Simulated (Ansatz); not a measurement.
# CH3NSSi: a ladder of functionals and wavefunction methods

An exercise on one series of results from a longer session: the logs are not shown, and one member is left open.

Program: Ansatz 0.2.0, Gaussian basis. Level of theory: functionals in def2-TZVPP, the program's frozen cores in correlated methods. These are calculated values, not measurements.

The runs, in order: LDA (SPW92), PBE-D4, revPBE-D4, BLYP-D4, r2SCAN-D4, B97M-V, PBE0-D4, B3LYP-D4, r2SCANh-D4, r2SCAN0-D4, HSE06-D4, BHLYP-D4, CAM-B3LYP-D4, LC-ωPBE, ωB97X-V, ωB97M-V, B2PLYP, PBE-QIDH; CCSD(T)/def2-SVP; CCSD(T)/def2-TZVPP; MP2/def2-QZVPP; extrapolation to the limit; RPA on PBE.

### Structure used throughout

An earlier PBE0-D4 in a triple-zeta def2 set relaxation fixed the geometry.

SMILES `SC1=N[SiH2]1`, 7 atoms, charge 0, spin multiplicity 1.

Atoms are counted from 1 here; the program's logs count them from 0.

Bond lengths: S1–C2 1.717 Å, S1–H5 1.350 Å, C2–N3 1.282 Å, C2–Si4 1.779 Å, N3–Si4 1.782 Å, Si4–H6 1.476 Å, Si4–H7 1.476 Å. Angles: C2–S1–H5 96.1°, S1–C2–N3 133.3°, S1–C2–Si4 157.7°, N3–C2–Si4 69.0°, C2–N3–Si4 68.8°, C2–Si4–N3 42.2°, C2–Si4–H6 121.4°, C2–Si4–H7 121.4°, N3–Si4–H6 118.9°, N3–Si4–H7 118.9°, H6–Si4–H7 114.5°.

The first run:

in.yaml reads:

```yaml
crystal:
  periodic: [false, false, false]
  atoms:
    - {symbol: S, position_ang: [-0.877611, 1.109712, -1.706179]}
    - {symbol: C, position_ang: [-0.265174, 0.215623, -0.374351]}
    - {symbol: N, position_ang: [-0.810526, -0.559311, 0.489540]}
    - {symbol: Si, position_ang: [0.942681, -0.412544, 0.771104]}
    - {symbol: H, position_ang: [-2.163940, 0.728052, -1.555777]}
    - {symbol: H, position_ang: [1.416776, 0.397885, 1.910364]}
    - {symbol: H, position_ang: [1.818994, -1.547417, 0.419501]}
basis:
  gaussian: {orbitals: def2-TZVPP}
hamiltonian: {xc: lda}
output: {orbitals: {seedname: orbitals}}
```

The run is started by

```console
ansatz run in.yaml --threads 2 --pin off --events-out ev --progress --plain --max-ram 4352MiB
```

Among the steps run: LDA; PBE-D4 (GGA); revPBE-D4 (GGA); BLYP-D4 (GGA); r2SCAN-D4 (meta-GGA); B97M-V (meta-GGA); B3LYP-D4 (hybrid); r2SCANh-D4 (hybrid); r2SCAN0-D4 (hybrid); HSE06-D4 (hybrid); BHLYP-D4 (hybrid); CAM-B3LYP-D4 (range-separated); LC-ωPBE (range-separated); ωB97X-V (range-separated); ωB97M-V (range-separated); B2PLYP (double hybrid); PBE-QIDH (double hybrid).

One table of the session follows, with a row left open; its other results are not shown here.

It belongs to the step «Orbital energies across the functionals». 

| functional | HOMO (eV) | gap (eV) |
| --- | --- | --- |
| LDA (SPW92) | -5.92 | 3.96 |
| PBE-D4 | ? | ? |
| revPBE-D4 | -5.70 | 4.06 |
| BLYP-D4 | -5.61 | 4.06 |
| r2SCAN-D4 | -5.97 | 4.43 |
| B97M-V | -6.04 | 4.63 |
| PBE0-D4 | -6.94 | 6.19 |
| B3LYP-D4 | -6.71 | 5.75 |
| r2SCANh-D4 | -6.41 | 5.27 |
| r2SCAN0-D4 | -7.08 | 6.48 |
| HSE06-D4 | -6.54 | 5.42 |
| BHLYP-D4 | -8.00 | 8.11 |
| CAM-B3LYP-D4 | -8.23 | 8.48 |
| LC-ωPBE | -9.54 | 10.91 |
| ωB97X-V | -9.20 | 10.47 |
| ωB97M-V | -9.09 | 10.12 |

Q: Estimate the row for PBE-D4 from the others.

**Answer.** HOMO (eV): -5.76; gap (eV): 4.03. In the column «HOMO (eV)» it lies between LDA (SPW92) (-5.92) and revPBE-D4 (-5.70).
